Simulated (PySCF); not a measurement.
# CuH6O6 ([Cu(OH)6]3-): the cost of one run

Programs: PySCF 2.14.0, with routines of our own; each step states its level. All values are computed. Atoms count from 0.

## 1. The system as given

13 atoms, charge -3, states of the metal's open shell are computed; geometry from: model geometry, bond lengths from ionic radii.

## 2. Ligand-field states: state-averaged CASSCF in water

The job: settings as JSON, then the geometry in Å.

```
{"job": {"kind": "lf", "basis": {"metal": "x2c-TZVPall", "ligand": "x2c-SVPall"}, "nevpt": true, "solvent": "water"}, "charge": -3, "metal": "Cu", "open_shell": "d8"}
Cu     0.000000     0.000000     0.000000
O      0.000000     0.000000     1.870000
H      0.800000     0.000000     2.410000
O      0.000000     0.000000    -1.870000
H     -0.800000     0.000000    -2.410000
O      1.870000     0.000000     0.000000
H      2.410000     0.800000     0.000000
O     -1.870000     0.000000     0.000000
H     -2.410000    -0.800000     0.000000
O      0.000000     1.870000     0.000000
H      0.000000     2.410000     0.800000
O     -0.000000    -1.870000     0.000000
H     -0.000000    -2.410000    -0.800000
```

With the program's defaults for keys left out, this is: state-averaged CASSCF of the metal d shell, SC-NEVPT2 on the averaged canonical orbitals, state-interaction spin-orbit coupling.

Command:

```bash
$ OMP_NUM_THREADS=1 python lf_run.py task.json out
```

The driver reads the jobs from task.json and runs them one after another.

Q: Estimate the wall time and peak memory of this first job on 1 thread of Arm Neoverse V1, shared host.

About 14 s, with a peak of 0.42 GiB.
